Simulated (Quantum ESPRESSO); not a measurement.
VWC2: Wannier functions with PBE

VWC2:

```
CELL_PARAMETERS angstrom
1.51704 0.87586 4.93389
-1.51704 0.87586 4.93389
0.00000 -1.75173 4.93389
ATOMIC_POSITIONS crystal
W 0.00000 0.00000 0.00000
V 0.50000 0.50000 0.50000
C 0.24649 0.24649 0.24649
C 0.75351 0.75351 0.75351
```

The cell comes from a database or a generator and needn't be the stable form of this composition.

| Property | Result |
| --- | --- |
| Program | Quantum ESPRESSO 7.5 |
| Task | Wannier functions |
| Functional | PBE |
| Potentials or basis | PseudoDojo 0.4.1 SR PBE standard |
| Cutoff | 1143 eV |
| Density cutoff | 4572 eV |
| k mesh | 8 × 8 × 8 |
| Occupations | fermi-dirac, width 0.05 eV |
| Spin | collinear spin, ferromagnetic start |
| Starting moments | [0.0, 2.0, 0.0, 0.0] μB |
| Iterations | 0 |
| Mixing beta | 0.3 |
| Most SCF iterations | 120 |
| SCF threshold | 8e-10 Ry |
| k mesh for the Wannier functions | 6 × 6 × 6 |
| Projections | W spd, V spd, C sp |

| Property | Result |
| --- | --- |
| Pressure | -2.1 GPa |
| Largest force | 0.076 eV/Å |
| Band gap on the k mesh | none (metal or under the smearing width) |
| Net moment | 0.00 μB per cell |
| Absolute moment | 0.00 μB per cell |
| Valence electrons inside the program's atomic spheres | W 9.57; V 10.15; C 3.45 |
| Total Wannier spread | 71.27 Å² over 52 functions |
| RMS miss of the Wannier bands | 0.005 eV |

Forces on the atoms (eV/Å):
```
W    0.000  0.000  0.000
V    0.000  0.000  0.000
C    0.000  0.000  0.076
C    0.000  0.000 -0.076
```

Stress tensor (GPa, compression positive):
```
-2.17  0.00  0.00
 0.00 -2.17  0.00
 0.00  0.00 -1.83
```

Levels at the corners of the path, in eV from the Fermi level:
Spin up:
| point | band 14 | band 15 | band 16 | band 17 | band 18 | band 19 | band 20 | band 21 | band 22 | band 23 |
| --- | --- | --- | --- | --- | --- | --- | --- | --- | --- | --- |
| Γ | -1.80 | -1.80 | -1.72 | -0.42 | -0.42 | -0.07 | -0.07 | -0.01 | 1.10 | 1.10 |
| L | -4.64 | -4.51 | -3.69 | -0.82 | -0.53 | 0.92 | 1.54 | 2.16 | 3.05 | 3.70 |
| B1 | -5.22 | -4.49 | -4.24 | 0.01 | 0.04 | 0.83 | 1.36 | 2.17 | 2.23 | 3.85 |
| B | -5.22 | -4.49 | -4.24 | 0.01 | 0.04 | 0.83 | 1.36 | 2.17 | 2.23 | 3.85 |
| Z | -4.64 | -3.64 | -3.64 | -0.53 | -0.53 | -0.33 | -0.33 | 0.64 | 1.22 | 3.99 |
| Γ | -1.80 | -1.80 | -1.72 | -0.42 | -0.42 | -0.07 | -0.07 | -0.01 | 1.10 | 1.10 |
| X | -5.14 | -4.67 | -4.20 | -0.10 | 0.57 | 0.67 | 1.24 | 2.04 | 2.46 | 3.50 |
| Q | -5.14 | -4.67 | -4.20 | -0.10 | 0.57 | 0.67 | 1.24 | 2.04 | 2.46 | 3.50 |
| F | -5.22 | -4.38 | -1.80 | -1.75 | 0.72 | 0.92 | 1.01 | 1.66 | 2.34 | 2.99 |
| P1 | -5.14 | -4.36 | -2.18 | -1.80 | 0.78 | 0.83 | 1.29 | 1.64 | 2.38 | 2.95 |
| Z | -4.64 | -3.64 | -3.64 | -0.53 | -0.53 | -0.33 | -0.33 | 0.64 | 1.22 | 3.99 |
| L | -4.64 | -4.51 | -3.69 | -0.82 | -0.53 | 0.92 | 1.54 | 2.16 | 3.05 | 3.70 |
| P | -5.14 | -4.36 | -2.18 | -1.80 | 0.78 | 0.83 | 1.29 | 1.64 | 2.38 | 2.95 |
Spin down:
| point | band 15 | band 16 | band 17 | band 18 | band 19 | band 20 | band 21 | band 22 |
| --- | --- | --- | --- | --- | --- | --- | --- | --- |
| Γ | -1.80 | -1.72 | -0.42 | -0.42 | -0.07 | -0.07 | -0.01 | 1.10 |
| L | -4.51 | -3.69 | -0.82 | -0.53 | 0.92 | 1.54 | 2.16 | 3.05 |
| B1 | -4.49 | -4.24 | 0.01 | 0.04 | 0.83 | 1.36 | 2.17 | 2.23 |
| B | -4.49 | -4.24 | 0.01 | 0.04 | 0.83 | 1.36 | 2.17 | 2.23 |
| Z | -3.64 | -3.64 | -0.53 | -0.53 | -0.33 | -0.33 | 0.64 | 1.22 |
| Γ | -1.80 | -1.72 | -0.42 | -0.42 | -0.07 | -0.07 | -0.01 | 1.10 |
| X | -4.67 | -4.20 | -0.10 | 0.57 | 0.67 | 1.24 | 2.04 | 2.46 |
| Q | -4.67 | -4.20 | -0.10 | 0.57 | 0.67 | 1.24 | 2.04 | 2.46 |
| F | -4.38 | -1.80 | -1.75 | 0.72 | 0.92 | 1.01 | 1.66 | 2.34 |
| P1 | -4.36 | -2.18 | -1.80 | 0.78 | 0.83 | 1.29 | 1.64 | 2.38 |
| Z | -3.64 | -3.64 | -0.53 | -0.53 | -0.33 | -0.33 | 0.64 | 1.22 |
| L | -4.51 | -3.69 | -0.82 | -0.53 | 0.92 | 1.54 | 2.16 | 3.05 |
| P | -4.36 | -2.18 | -1.80 | 0.78 | 0.83 | 1.29 | 1.64 | 2.38 |

Spin up: Wannier functions:
```
function  nearest atom  distance (Å)  spread (Å²)  on-site energy from the reference level (eV)
       1           1 W          0.00         2.57                                          8.22
       2           1 W          0.00         2.96                                         14.52
       3           1 W          0.00         2.86                                         13.84
       4           1 W          0.00         2.86                                         13.84
       5           1 W          0.00         1.14                                         -0.27
       6           1 W          0.00         1.06                                          0.57
       7           1 W          0.00         1.06                                          0.57
       8           1 W          0.00         1.08                                          0.00
       9           1 W          0.00         1.08                                          0.00
      10           2 V          0.00         2.35                                         10.76
      11           2 V          0.00         2.58                                         13.57
      12           2 V          0.00         2.49                                         13.93
      13           2 V          0.00         2.49                                         13.93
      14           2 V          0.00         0.76                                         -0.41
      15           2 V          0.00         0.64                                         -0.28
      16           2 V          0.00         0.64                                         -0.28
      17           2 V          0.00         0.69                                         -0.23
      18           2 V          0.00         0.69                                         -0.23
      19           3 C          0.00         0.76                                         -6.12
      20           3 C          0.02         0.69                                          0.54
      21           3 C          0.00         0.68                                          0.56
      22           3 C          0.00         0.68                                          0.56
      23           4 C          0.00         0.76                                         -6.12
      24           4 C          0.02         0.69                                          0.54
      25           4 C          0.00         0.68                                          0.56
      26           4 C          0.00         0.68                                          0.56
```
Spin down: Wannier functions:
| function | nearest atom | distance (Å) | spread (Å²) | on-site energy from the reference level (eV) |
| --- | --- | --- | --- | --- |
| 1 | 1 W | 0.00 | 2.58 | 8.22 |
| 2 | 1 W | 0.00 | 2.97 | 14.46 |
| 3 | 1 W | 0.00 | 2.86 | 13.83 |
| 4 | 1 W | 0.00 | 2.86 | 13.83 |
| 5 | 1 W | 0.00 | 1.16 | -0.27 |
| 6 | 1 W | 0.00 | 1.06 | 0.56 |
| 7 | 1 W | 0.00 | 1.06 | 0.56 |
| 8 | 1 W | 0.00 | 1.08 | -0.01 |
| 9 | 1 W | 0.00 | 1.08 | -0.01 |
| 10 | 2 V | 0.00 | 2.36 | 10.76 |
| 11 | 2 V | 0.00 | 2.58 | 13.55 |
| 12 | 2 V | 0.00 | 2.49 | 13.92 |
| 13 | 2 V | 0.00 | 2.49 | 13.92 |
| 14 | 2 V | 0.00 | 0.75 | -0.42 |
| 15 | 2 V | 0.00 | 0.64 | -0.28 |
| 16 | 2 V | 0.00 | 0.64 | -0.28 |
| 17 | 2 V | 0.00 | 0.68 | -0.24 |
| 18 | 2 V | 0.00 | 0.68 | -0.24 |
| 19 | 3 C | 0.00 | 0.76 | -6.13 |
| 20 | 3 C | 0.02 | 0.69 | 0.53 |
| 21 | 3 C | 0.01 | 0.69 | 0.54 |
| 22 | 3 C | 0.01 | 0.69 | 0.54 |
| 23 | 4 C | 0.00 | 0.76 | -6.13 |
| 24 | 4 C | 0.02 | 0.69 | 0.53 |
| 25 | 4 C | 0.01 | 0.69 | 0.54 |
| 26 | 4 C | 0.01 | 0.69 | 0.54 |

Parts of the spread (Å²): spin up: invariant 19.97, diagonal 0.000, off-diagonal 15.63, total 35.60; spin down: invariant 20.04, diagonal 0.000, off-diagonal 15.63, total 35.66. Against the direct bands the interpolation misses by 5 meV (root mean square) and 43 meV at most, for states up to 1 eV over the reference level.

Wall time 31 min on 4 MPI ranks on Arm Neoverse V1, with other jobs on the host, peak memory 1.4 GiB a rank.

Caveat: spin-orbit coupling is left out, which moves the levels of the heavy elements.
